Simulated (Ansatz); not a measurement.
# WC: the cost of one run

Method: DFT r2SCAN, scalar-relativistic, plane waves, PAW, in Ansatz 0.2.0.

2 further runs of the same task are left out: 2 set aside as unsound or not needed. Runs told in other sessions of the task aren't counted.

## (1) The starting structure

It takes space group Fm-3m (No. 225, cubic). Conventional cell: a = 4.365 Å, b = 4.365 Å, c = 4.365 Å, α = 90.00°, β = 90.00°, γ = 90.00°. Around W (site symmetry m-3m) lie 6 C at 2.18 Å. C (site symmetry m-3m) is surrounded by 6 W at 2.18 Å.

Structure file:

```xyz
8
Lattice="-2.1824 -2.1824 0.0000 2.1824 -2.1824 0.0000 0.0000 0.0000 8.7297" Properties=species:S:1:pos:R:3 pbc="T T T"
W     0.0000   -2.1824    2.1824
W     0.0000    0.0000    4.3648
W     0.0000   -2.1824    6.5472
W     0.0000    0.0000    0.0000
C     0.0000    0.0000    2.1824
C     0.0000   -2.1824    4.3648
C     0.0000    0.0000    6.5472
C     0.0000   -2.1824    0.0000
```

It goes back to an entry of the Materials Project, which need not be the stable form.

It is built from the cell relaxed beforehand with the same method (10.39 Å³/atom).

## (2) Zero of energy

The cell is repeated 4 times, 8 atoms in all. Reference values: F = -42593.3659 eV; pressure 0.01 GPa; largest force 0.000 eV/Å; gap on the mesh none (metal). It was computed beforehand with the settings of the runs below.

## (3) Next: sliding across a plane

The cut lies on the cell's a–b face, a (0 0 1) plane of area 9.53 Å², between layers 2.18 Å apart (C, W below, C, W above); the cell is 8.7 Å thick. Vector c is tilted by f times 1·a − 1·b (length 4.365 Å) with the atoms' Cartesian places fixed: one unrelaxed fault per cell.

## (4) f = 0.167

Contents of input.yaml:

```yaml
crystal:
  lattice:
    - [-2.1824154782, -2.1824154782, 0.0]
    - [2.1824154782, -2.1824154782, 0.0]
    - [-0.7276173204, 0.0, 8.7296619126]
  atoms:
    - { symbol: W, position: [0.4791625, 0.5208375, 0.125] }
    - { symbol: W, position: [-0.0625125, 0.0625125, 0.375] }
    - { symbol: W, position: [0.3958125, 0.6041875, 0.625] }
    - { symbol: W, position: [-0.1458625, 0.1458625, 0.875] }
    - { symbol: C, position: [-0.0208375, 0.0208375, 0.125] }
    - { symbol: C, position: [0.4374875, 0.5625125, 0.375] }
    - { symbol: C, position: [-0.1041875, 0.1041875, 0.625] }
    - { symbol: C, position: [0.3541375, 0.6458625, 0.875] }
basis:
  ecutwfc: 500
kpoints:
  mp_grid: { grid: [19, 19, 7] }
hamiltonian:
  xc: r2scan
scf:
  occupations: { method: gaussian, width: 0.15 }
output:
  forces: true
  stress: true
  eigenvalues: true
```

Command:

```
$ ansatz run input.yaml --threads 2 --pin off --max-ram 5120MiB --backend cpu --events-out ev --progress --plain --runs-dir out
```

**Question.** How long does this run take on 2 threads of Intel Xeon Platinum 8488C (Sapphire Rapids), shared host, and how much memory does it need?

About 86 s, with a peak of 2.1 GiB.
